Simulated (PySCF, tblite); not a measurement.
**C₄H₅F₃O: a rotation path, then NMR shifts on frames**

How do NMR shifts of C₄H₅F₃O (`FC(F)[C@@H]1OC[C@@H]1F`) change as the atoms move?

Programs: tblite 0.8.0 and PySCF 2.14.0, with density-fitted response routines of our own. Each step states its level of theory. These are calculated values for one molecule in the gas phase, unless marked as measured. Atoms are numbered from 0 throughout.

## (1) The molecule as given

13 atoms, charge 0, multiplicity 1; geometry from: GFN2-xTB.

Bonds of the start (Å): F0–C1 1.35, C1–F2 1.35, C1–C3 1.53, C3–O4 1.42, O4–C5 1.43, C5–C6 1.53, C6–F7 1.36, C6–C3 1.54, C1–H8 1.10, C3–H9 1.10, C5–H10 1.09, C5–H11 1.09, C6–H12 1.09.

## (2) The rotation path with GFN2-xTB

The job: settings as JSON, then the geometry in Å.

```
{"job": {"kind": "neb", "xc": "GFN2-xTB", "basis": "xTB", "atoms": [0, 1, 3, 4], "turn": 120}, "charge": 0, "multiplicity": 1}
F      2.104096     0.465845     1.611696
C      1.427867    -0.293242     0.724824
F      2.348435    -0.798456    -0.127033
C      0.423885     0.562951    -0.051212
O     -0.664487     1.003573     0.754660
C     -1.619498     0.227676     0.021950
C     -0.534496    -0.231305    -0.954952
F     -0.329628    -1.579772    -0.981520
H      0.955158    -1.124505     1.267909
H      0.955893     1.395635    -0.524076
H     -2.040644    -0.580618     0.624577
H     -2.415134     0.846673    -0.394757
H     -0.615835     0.106031    -1.989794
```

Method: GFN2-xTB climbing-image nudged elastic band, gas phase.

On the command line:

```
$ OMP_NUM_THREADS=1 python probes_run.py task.json out
```

This one command runs all jobs of the session in turn.

Log:

```text
image   E - E0 / eV
  0      -0.0000
  1       0.0101
  2       0.0339
  3       0.0623
  4       0.0845
  5       0.0939
  6       0.0902
  7       0.0801
  8       0.0657
```

Wall time 7 s (1 thread of Intel Xeon at 2.50GHz, shared host).

The final band, with the dihedral F0–C1–C3–O4:

```tsv
image	dihedral (°)	energy (eV)	energy (kcal/mol)
0	-70	0.000	0.0
1	-58	0.010	0.2
2	-45	0.034	0.8
3	-31	0.062	1.4
4	-18	0.085	1.9
5	-5	0.094	2.2
6	8	0.090	2.1
7	21	0.080	1.8
8	33	0.066	1.5
```

## (3) Nuclear shieldings: image 0, PBE0/pcSseg-1

The job: settings as JSON, then the geometry in Å.

```
{"job": {"kind": "nmr", "xc": "PBE0", "basis": "pcSseg-1", "pop": false}, "charge": 0, "multiplicity": 1}
F      2.104100     0.465800     1.611700
C      1.427900    -0.293200     0.724800
F      2.348400    -0.798500    -0.127000
C      0.423900     0.563000    -0.051200
O     -0.664500     1.003600     0.754700
C     -1.619500     0.227700     0.022000
C     -0.534500    -0.231300    -0.955000
F     -0.329600    -1.579800    -0.981500
H      0.955200    -1.124500     1.267900
H      0.955900     1.395600    -0.524100
H     -2.040600    -0.580600     0.624600
H     -2.415100     0.846700    -0.394800
H     -0.615800     0.106000    -1.989800
```

Level: GIAO PBE0/pcSseg-1 NMR shielding, non-relativistic, gas phase.

Log:

```text
coarse grid: 11792 points
cycle   1  E = -529.3282168004  dE =  1.270e+00  |g| = 9.279e-01  |ddm| = 3.121e+00
cycle   2  E = -529.1427273980  dE =  1.855e-01  |g| = 1.427e+00  |ddm| = 1.520e+00
cycle   3  E = -529.4687860258  dE = -3.261e-01  |g| = 7.923e-02  |ddm| = 1.010e+00
cycle   4  E = -529.4695126777  dE = -7.267e-04  |g| = 5.163e-02  |ddm| = 7.426e-02
cycle   5  E = -529.4699473001  dE = -4.346e-04  |g| = 9.280e-03  |ddm| = 3.530e-02
cycle   6  E = -529.4699590938  dE = -1.179e-05  |g| = 3.420e-03  |ddm| = 8.599e-03
cycle   7  E = -529.4699615586  dE = -2.465e-06  |g| = 2.700e-04  |ddm| = 2.847e-03
final grid: 117712 points
cycle   8  E = -529.5486793700  dE = -3.991e-05  |g| = 1.209e-02  |ddm| = 2.900e-02
cycle   9  E = -529.5486448875  dE =  3.448e-05  |g| = 1.880e-02  |ddm| = 1.861e-02
cycle  10  E = -529.5487058405  dE = -6.095e-05  |g| = 1.022e-03  |ddm| = 1.141e-02
cycle  11  E = -529.5487060501  dE = -2.095e-07  |g| = 3.103e-04  |ddm| = 1.080e-03
cycle  12  E = -529.5487060648  dE = -1.471e-08  |g| = 1.274e-04  |ddm| = 2.871e-04
cycle  13  E = -529.5487060670  dE = -2.246e-09  |g| = 2.117e-05  |ddm| = 8.830e-05
cycle  14  E = -529.5487060671  dE = -7.049e-11  |g| = 5.909e-06  |ddm| = 2.032e-05
converged SCF energy = -529.5487060671

GIAO shielding tensors (ppm)
atom      isotropic    diamagn.    paramagn.     s11        s22        s33       span
  0 F      321.042     469.766    -148.724    221.757    342.981    398.387    176.630
  1 C       66.731     240.729    -173.999     50.782     67.523     81.887     31.104
  2 F      319.699     471.185    -151.487    222.861    338.680    397.555    174.693
  3 C       99.272     250.779    -151.507     78.612     87.763    131.442     52.830
  4 O      323.191     395.559     -72.368    260.291    326.690    382.593    122.301
  5 C      106.697     247.947    -141.250     79.556     88.564    151.971     72.416
  6 C       97.299     242.655    -145.357     65.907     86.093    139.897     73.990
  7 F      389.685     472.552     -82.867    352.211    386.464    430.379     78.168
  8 H       25.174      28.125      -2.951     22.886     25.378     27.259      4.372
  9 H       26.968      29.984      -3.016     24.600     26.705     29.598      4.997
 10 H       26.736      28.872      -2.136     23.971     25.045     31.193      7.222
 11 H       26.723      28.437      -1.713     23.912     25.160     31.099      7.188
 12 H       26.045      29.214      -3.169     21.980     26.057     30.098      8.118
```

Wall time 46 s (1 thread of Intel Xeon at 2.50GHz, shared host); peak memory 0.73 GiB.

Shifts follow as δ = σ(reference) − σ, with reference shieldings (ppm) from runs at the same level and on the same kind of geometry: 1H TMS 31.72, 13C TMS 186.9, 19F CFCl3 170.9, 17O H2O 336.1. The references are single molecules in the gas phase, so shifts against H2O, NH3, PH3, H3PO4 or CFCl3 are not on the usual liquid scales and can be off by tens of ppm. Each atom is listed at this fixed geometry, with no averaging over motion; a spectrum would average atoms that exchange fast.

```tsv
atoms	environment	σ (ppm)	δ (ppm)
C1	sp3 CH bonded to 2 F	66.7	120.2
C6	sp3 CH bonded to F	97.3	89.6
C3	sp3 CH bonded to O	99.3	87.7
C5	sp3 CH2 bonded to O	106.7	80.2
H8	hydrogen on an sp3 CH bonded to 2 F	25.17	6.54
H12	hydrogen on an sp3 CH bonded to F	26.04	5.67
H11	hydrogen on an sp3 CH2 bonded to O	26.72	4.99
H10	hydrogen on an sp3 CH2 bonded to O	26.74	4.98
H9	hydrogen on an sp3 CH bonded to O	26.97	4.75
F2	fluorine of a CF2 group	319.7	-148.8
F0	fluorine of a CF2 group	321.0	-150.1
F7	fluorine on an sp3 carbon	389.7	-218.7
O4	ether oxygen	323.2	12.9
```

Ring of atoms C3, O4, C5, C6: NICS(0) 0.5, NICS(1) 0.8, NICS(1)zz 3.5 ppm (means of both faces; NICS(1) differs between them: -0.3 and 1.9).

The two faces differ (NICS(1)zz 0.7 and 6.2 ppm).

## (4) Nuclear shieldings: image 2, PBE0/pcSseg-1

The job: settings as JSON, then the geometry in Å.

```
{"job": {"kind": "nmr", "xc": "PBE0", "basis": "pcSseg-1", "pop": false}, "charge": 0, "multiplicity": 1}
F      1.786300     0.319600     1.837600
C      1.446900    -0.305600     0.695100
F      2.583400    -0.445400    -0.028000
C      0.441800     0.532700    -0.107300
O     -0.602800     1.079200     0.691000
C     -1.609700     0.290800     0.048600
C     -0.578300    -0.272700    -0.929400
F     -0.434900    -1.630000    -0.878100
H      1.078800    -1.310900     0.947700
H      0.991200     1.302700    -0.659700
H     -2.025100    -0.465200     0.719300
H     -2.408100     0.902400    -0.374700
H     -0.673800     0.002900    -1.979700
```

With the program's defaults for keys left out, this is: GIAO PBE0/pcSseg-1 NMR shielding, non-relativistic, gas phase.

Log:

```text
coarse grid: 11792 points
cycle   1  E = -529.3257649372  dE =  1.272e+00  |g| = 9.285e-01  |ddm| = 3.119e+00
cycle   2  E = -529.1348053350  dE =  1.910e-01  |g| = 1.437e+00  |ddm| = 1.563e+00
cycle   3  E = -529.4666151163  dE = -3.318e-01  |g| = 8.166e-02  |ddm| = 1.052e+00
cycle   4  E = -529.4673743443  dE = -7.592e-04  |g| = 5.357e-02  |ddm| = 7.759e-02
cycle   5  E = -529.4678405897  dE = -4.662e-04  |g| = 9.326e-03  |ddm| = 3.737e-02
cycle   6  E = -529.4678526846  dE = -1.209e-05  |g| = 3.416e-03  |ddm| = 8.735e-03
cycle   7  E = -529.4678551614  dE = -2.477e-06  |g| = 2.729e-04  |ddm| = 2.856e-03
final grid: 117712 points
cycle   8  E = -529.5470380036  dE = -4.171e-05  |g| = 1.180e-02  |ddm| = 2.891e-02
cycle   9  E = -529.5470047200  dE =  3.328e-05  |g| = 1.838e-02  |ddm| = 1.832e-02
cycle  10  E = -529.5470633356  dE = -5.862e-05  |g| = 1.042e-03  |ddm| = 1.148e-02
cycle  11  E = -529.5470635552  dE = -2.195e-07  |g| = 2.978e-04  |ddm| = 1.114e-03
cycle  12  E = -529.5470635691  dE = -1.393e-08  |g| = 1.263e-04  |ddm| = 2.837e-04
cycle  13  E = -529.5470635713  dE = -2.179e-09  |g| = 2.307e-05  |ddm| = 8.641e-05
cycle  14  E = -529.5470635714  dE = -8.595e-11  |g| = 6.214e-06  |ddm| = 2.226e-05
converged SCF energy = -529.5470635714

GIAO shielding tensors (ppm)
atom      isotropic    diamagn.    paramagn.     s11        s22        s33       span
  0 F      327.821     469.666    -141.845    217.936    339.063    426.466    208.530
  1 C       69.950     241.051    -171.100     50.108     70.037     89.706     39.598
  2 F      316.304     470.697    -154.393    227.644    344.665    376.602    148.959
  3 C       99.869     250.099    -150.229     80.975     85.538    133.096     52.121
  4 O      323.619     395.230     -71.611    255.890    327.702    387.264    131.374
  5 C      106.869     247.844    -140.975     80.268     88.409    151.930     71.662
  6 C       97.834     243.137    -145.303     66.204     86.022    141.275     75.071
  7 F      388.208     472.581     -84.372    347.063    388.870    428.692     81.628
  8 H       25.089      28.161      -3.073     22.791     24.625     27.850      5.059
  9 H       27.000      30.000      -3.001     24.218     26.808     29.972      5.754
 10 H       26.758      28.905      -2.147     23.963     25.054     31.258      7.295
 11 H       26.735      28.403      -1.668     23.945     25.116     31.143      7.198
 12 H       26.031      29.187      -3.157     21.939     26.051     30.103      8.164
```

Run time: 43 s. Hardware: 1 thread of Intel Xeon at 2.50GHz, shared host; peak memory 0.77 GiB.

Key values: δ C1 117.0, C6 89.1, C3 87.1, C5 80.1, H8 6.63, H12 5.69 ppm.

## (5) Nuclear shieldings: image 5, PBE0/pcSseg-1

The job: settings as JSON, then the geometry in Å.

```
{"job": {"kind": "nmr", "xc": "PBE0", "basis": "pcSseg-1", "pop": false}, "charge": 0, "multiplicity": 1}
F      1.301200    -0.099700     1.954800
C      1.480000    -0.317300     0.641200
F      2.741200     0.075800     0.341000
C      0.466800     0.485800    -0.199500
O     -0.500600     1.181900     0.578200
C     -1.581000     0.382700     0.089900
C     -0.642700    -0.335200    -0.878400
F     -0.565200    -1.688200    -0.707900
H      1.419900    -1.402500     0.461900
H      1.024200     1.157600    -0.861100
H     -1.988600    -0.274800     0.862100
H     -2.371700     0.987800    -0.355500
H     -0.787600    -0.153500    -1.944500
```

Method: GIAO PBE0/pcSseg-1 NMR shielding, non-relativistic, gas phase.

Log:

```text
coarse grid: 11792 points
cycle   1  E = -529.3189396137  dE =  1.279e+00  |g| = 9.342e-01  |ddm| = 3.120e+00
cycle   2  E = -529.1159108761  dE =  2.030e-01  |g| = 1.464e+00  |ddm| = 1.669e+00
cycle   3  E = -529.4621275466  dE = -3.462e-01  |g| = 8.346e-02  |ddm| = 1.140e+00
cycle   4  E = -529.4629126287  dE = -7.851e-04  |g| = 5.492e-02  |ddm| = 8.053e-02
cycle   5  E = -529.4634046924  dE = -4.921e-04  |g| = 9.372e-03  |ddm| = 3.948e-02
cycle   6  E = -529.4634170547  dE = -1.236e-05  |g| = 3.376e-03  |ddm| = 8.927e-03
cycle   7  E = -529.4634194830  dE = -2.428e-06  |g| = 2.747e-04  |ddm| = 2.885e-03
final grid: 117712 points
cycle   8  E = -529.5430926332  dE = -4.277e-05  |g| = 1.185e-02  |ddm| = 2.658e-02
cycle   9  E = -529.5430585348  dE =  3.410e-05  |g| = 1.853e-02  |ddm| = 1.896e-02
cycle  10  E = -529.5431180110  dE = -5.948e-05  |g| = 1.018e-03  |ddm| = 1.196e-02
cycle  11  E = -529.5431182235  dE = -2.125e-07  |g| = 2.883e-04  |ddm| = 1.127e-03
cycle  12  E = -529.5431182375  dE = -1.396e-08  |g| = 1.181e-04  |ddm| = 2.920e-04
cycle  13  E = -529.5431182394  dE = -1.906e-09  |g| = 2.417e-05  |ddm| = 8.404e-05
cycle  14  E = -529.5431182395  dE = -9.436e-11  |g| = 5.856e-06  |ddm| = 2.306e-05
converged SCF energy = -529.5431182395

GIAO shielding tensors (ppm)
atom      isotropic    diamagn.    paramagn.     s11        s22        s33       span
  0 F      323.873     470.412    -146.538    218.115    323.637    429.868    211.753
  1 C       70.255     240.038    -169.783     48.454     69.258     93.052     44.598
  2 F      308.051     470.258    -162.207    203.419    340.421    380.312    176.894
  3 C       98.088     249.911    -151.823     82.213     84.605    127.447     45.234
  4 O      320.511     394.912     -74.401    254.706    320.167    386.660    131.955
  5 C      106.197     247.680    -141.483     78.031     88.420    152.139     74.109
  6 C       98.232     243.190    -144.958     66.637     86.740    141.318     74.681
  7 F      386.008     472.490     -86.481    348.691    388.144    421.190     72.499
  8 H       25.163      27.954      -2.791     22.447     24.964     28.079      5.631
  9 H       26.827      30.242      -3.415     23.885     26.761     29.834      5.948
 10 H       26.729      28.803      -2.073     23.848     25.031     31.309      7.461
 11 H       26.731      28.398      -1.667     23.888     25.027     31.278      7.390
 12 H       26.071      29.193      -3.122     21.912     26.117     30.185      8.273
```

Wall time 49 s (1 thread of Intel Xeon at 2.50GHz, shared host); peak memory 0.77 GiB.

In short: δ C1 116.7, C3 88.8, C6 88.7, C5 80.7, H8 6.55, H12 5.65 ppm.

## (6) NMR shieldings: image 6, PBE0/pcSseg-1

The job: settings as JSON, then the geometry in Å.

```
{"job": {"kind": "nmr", "xc": "PBE0", "basis": "pcSseg-1", "pop": false}, "charge": 0, "multiplicity": 1}
F      1.164900    -0.274600     1.925400
C      1.487400    -0.319100     0.622100
F      2.721900     0.223400     0.497500
C      0.474600     0.470800    -0.229000
O     -0.466100     1.213100     0.538500
C     -1.568000     0.413100     0.102400
C     -0.660500    -0.354700    -0.857000
F     -0.597700    -1.702100    -0.644100
H      1.558000    -1.377200     0.322300
H      1.033700     1.107000    -0.923500
H     -1.971400    -0.208600     0.905800
H     -2.356200     1.014500    -0.352200
H     -0.825000    -0.205300    -1.925800
```

Method: GIAO PBE0/pcSseg-1 NMR shielding, non-relativistic, gas phase.

Log:

```text
coarse grid: 11792 points
cycle   1  E = -529.3204171786  dE =  1.281e+00  |g| = 9.352e-01  |ddm| = 3.123e+00
cycle   2  E = -529.1160060648  dE =  2.044e-01  |g| = 1.468e+00  |ddm| = 1.679e+00
cycle   3  E = -529.4641113666  dE = -3.481e-01  |g| = 8.325e-02  |ddm| = 1.147e+00
cycle   4  E = -529.4648933877  dE = -7.820e-04  |g| = 5.467e-02  |ddm| = 7.992e-02
cycle   5  E = -529.4653818950  dE = -4.885e-04  |g| = 9.380e-03  |ddm| = 3.923e-02
cycle   6  E = -529.4653942653  dE = -1.237e-05  |g| = 3.361e-03  |ddm| = 8.933e-03
cycle   7  E = -529.4653966679  dE = -2.403e-06  |g| = 2.742e-04  |ddm| = 2.871e-03
final grid: 117712 points
cycle   8  E = -529.5437486966  dE = -3.939e-05  |g| = 1.180e-02  |ddm| = 2.687e-02
cycle   9  E = -529.5437149912  dE =  3.371e-05  |g| = 1.844e-02  |ddm| = 1.893e-02
cycle  10  E = -529.5437739624  dE = -5.897e-05  |g| = 1.039e-03  |ddm| = 1.188e-02
cycle  11  E = -529.5437741866  dE = -2.242e-07  |g| = 2.600e-04  |ddm| = 1.126e-03
cycle  12  E = -529.5437741976  dE = -1.104e-08  |g| = 1.173e-04  |ddm| = 2.721e-04
cycle  13  E = -529.5437741995  dE = -1.907e-09  |g| = 2.354e-05  |ddm| = 8.599e-05
cycle  14  E = -529.5437741996  dE = -8.481e-11  |g| = 5.648e-06  |ddm| = 2.250e-05
converged SCF energy = -529.5437741996

GIAO shielding tensors (ppm)
atom      isotropic    diamagn.    paramagn.     s11        s22        s33       span
  0 F      323.376     471.098    -147.722    220.393    323.597    426.136    205.743
  1 C       69.590     239.363    -169.773     47.899     68.698     92.171     44.272
  2 F      310.094     470.069    -159.975    196.215    338.404    395.664    199.449
  3 C       97.679     250.198    -152.519     82.016     85.034    125.987     43.972
  4 O      321.163     394.964     -73.800    257.839    321.363    384.288    126.449
  5 C      105.993     247.627    -141.633     77.616     88.235    152.129     74.513
  6 C       98.069     243.068    -144.999     66.390     86.837    140.979     74.589
  7 F      387.202     472.442     -85.240    352.678    387.830    421.099     68.421
  8 H       25.254      27.901      -2.647     22.245     25.620     27.899      5.654
  9 H       26.791      30.301      -3.511     24.013     26.724     29.635      5.622
 10 H       26.692      28.760      -2.068     23.878     24.921     31.277      7.399
 11 H       26.732      28.409      -1.677     23.894     24.985     31.316      7.422
 12 H       26.093      29.232      -3.140     21.927     26.176     30.175      8.249
```

Wall time 49 s (1 thread of Intel Xeon at 2.50GHz, shared host); peak memory 0.77 GiB.

In short: δ C1 117.3, C3 89.2, C6 88.9, C5 80.9, H8 6.46, H12 5.62 ppm.

## (7) Nuclear shieldings: image 8, PBE0/pcSseg-1

The job: settings as JSON, then the geometry in Å.

```
{"job": {"kind": "nmr", "xc": "PBE0", "basis": "pcSseg-1", "pop": false}, "charge": 0, "multiplicity": 1}
F      0.866900    -0.594200     1.780200
C      1.453700    -0.316500     0.601000
F      2.551700     0.423700     0.872500
C      0.503100     0.453100    -0.328700
O     -0.387300     1.321100     0.363300
C     -1.507600     0.456100     0.146200
C     -0.684600    -0.380300    -0.835100
F     -0.619000    -1.720500    -0.591800
H      1.786400    -1.265200     0.149100
H      1.106100     0.976800    -1.077100
H     -1.779700    -0.088800     1.053800
H     -2.367800     0.989300    -0.258200
H     -0.926300    -0.254200    -1.892900
```

Level: GIAO PBE0/pcSseg-1 NMR shielding, non-relativistic, gas phase.

Log:

```text
coarse grid: 11792 points
cycle   1  E = -529.3243447812  dE =  1.282e+00  |g| = 9.314e-01  |ddm| = 3.127e+00
cycle   2  E = -529.1231938216  dE =  2.012e-01  |g| = 1.459e+00  |ddm| = 1.636e+00
cycle   3  E = -529.4668142962  dE = -3.436e-01  |g| = 8.426e-02  |ddm| = 1.111e+00
cycle   4  E = -529.4676180990  dE = -8.038e-04  |g| = 5.518e-02  |ddm| = 8.135e-02
cycle   5  E = -529.4681135894  dE = -4.955e-04  |g| = 9.468e-03  |ddm| = 3.911e-02
cycle   6  E = -529.4681262323  dE = -1.264e-05  |g| = 3.403e-03  |ddm| = 9.123e-03
cycle   7  E = -529.4681286967  dE = -2.464e-06  |g| = 2.811e-04  |ddm| = 2.884e-03
final grid: 117712 points
cycle   8  E = -529.5469818672  dE = -4.187e-05  |g| = 1.214e-02  |ddm| = 2.751e-02
cycle   9  E = -529.5469462740  dE =  3.559e-05  |g| = 1.899e-02  |ddm| = 1.918e-02
cycle  10  E = -529.5470084923  dE = -6.222e-05  |g| = 1.040e-03  |ddm| = 1.191e-02
cycle  11  E = -529.5470087154  dE = -2.232e-07  |g| = 3.054e-04  |ddm| = 1.141e-03
cycle  12  E = -529.5470087308  dE = -1.539e-08  |g| = 1.207e-04  |ddm| = 3.047e-04
cycle  13  E = -529.5470087328  dE = -1.995e-09  |g| = 2.448e-05  |ddm| = 8.986e-05
cycle  14  E = -529.5470087329  dE = -9.481e-11  |g| = 5.437e-06  |ddm| = 2.292e-05
converged SCF energy = -529.5470087329

GIAO shielding tensors (ppm)
atom      isotropic    diamagn.    paramagn.     s11        s22        s33       span
  0 F      326.175     472.915    -146.740    221.114    336.652    420.759    199.645
  1 C       67.196     237.919    -170.722     45.692     67.040     88.857     43.166
  2 F      320.657     469.536    -148.879    198.265    335.005    428.701    230.436
  3 C       97.666     251.615    -153.949     81.234     84.866    126.899     45.665
  4 O      324.996     395.364     -70.368    263.403    326.402    385.182    121.779
  5 C      105.700     247.966    -142.266     76.482     87.781    152.837     76.355
  6 C       98.661     242.699    -144.038     66.230     86.528    143.226     76.996
  7 F      387.864     472.286     -84.422    350.905    390.651    422.034     71.129
  8 H       25.414      27.780      -2.366     22.227     26.193     27.822      5.595
  9 H       26.904      30.342      -3.439     24.355     26.626     29.730      5.375
 10 H       26.514      28.916      -2.402     24.149     24.499     30.894      6.745
 11 H       26.848      28.462      -1.614     24.058     24.906     31.582      7.524
 12 H       26.034      29.235      -3.200     22.019     26.087     29.997      7.978
```

Run time: 57 s. Hardware: 1 thread of Intel Xeon at 2.50GHz, shared host; peak memory 0.83 GiB.

This run: δ C1 119.7, C3 89.3, C6 88.3, C5 81.2, H8 6.30, H12 5.68 ppm.

## (8) Side by side: NMR shifts

Shifts (ppm) of some atoms, chosen among heavy atoms and hydrogens apart, with basis size and wall time:

```tsv
frame	C1	H8	H10	F2	F0	F7	O4	functions	time
image 0	120.2	6.54	4.98	-148.8	-150.1	-218.7	12.9	161	46 s
image 2	117.0	6.63	4.96	-145.4	-156.9	-217.3	12.5	161	43 s
image 5	116.7	6.55	4.99	-137.1	-152.9	-215.1	15.6	161	49 s
image 6	117.3	6.46	5.03	-139.1	-152.4	-216.3	14.9	161	49 s
image 8	119.7	6.30	5.20	-149.7	-155.2	-216.9	11.1	161	57 s
```

## (9) What came out

| quantity | value |
| --- | --- |
| barrier | 0.094 eV (2.2 kcal/mol) at image 5 |
| end to end (GFN2-xTB) | 0.066 eV |
| 13C shifts against TMS (PBE0/pcSseg-1, image 0) | 120.2, 89.6, 87.7, 80.2 ppm |
| 1H shifts against TMS (PBE0/pcSseg-1, image 0) | 6.54, 5.67, 4.99, 4.98, 4.75 ppm |
| 19F shifts against CFCl3 (PBE0/pcSseg-1, image 0) | -148.8, -150.1, -218.7 ppm |
| 17O shifts against H2O (PBE0/pcSseg-1, image 0) | 12.9 ppm |
| range of the shift of F2 | -149.7 to -137.1 ppm |

In words: Along the band the dihedral turns by 103°, and the top (dihedral -5°) lies 2.2 kcal/mol above the start (GFN2-xTB, rough), so at room temperature this motion is fast. The top was not checked by a frequency run. Shifts at one fixed geometry are not the observed spectrum, which averages over the motion. Across the 5 runs the shift of F2 moves most, between -149.7 (image 8) and -137.1 ppm (image 5).
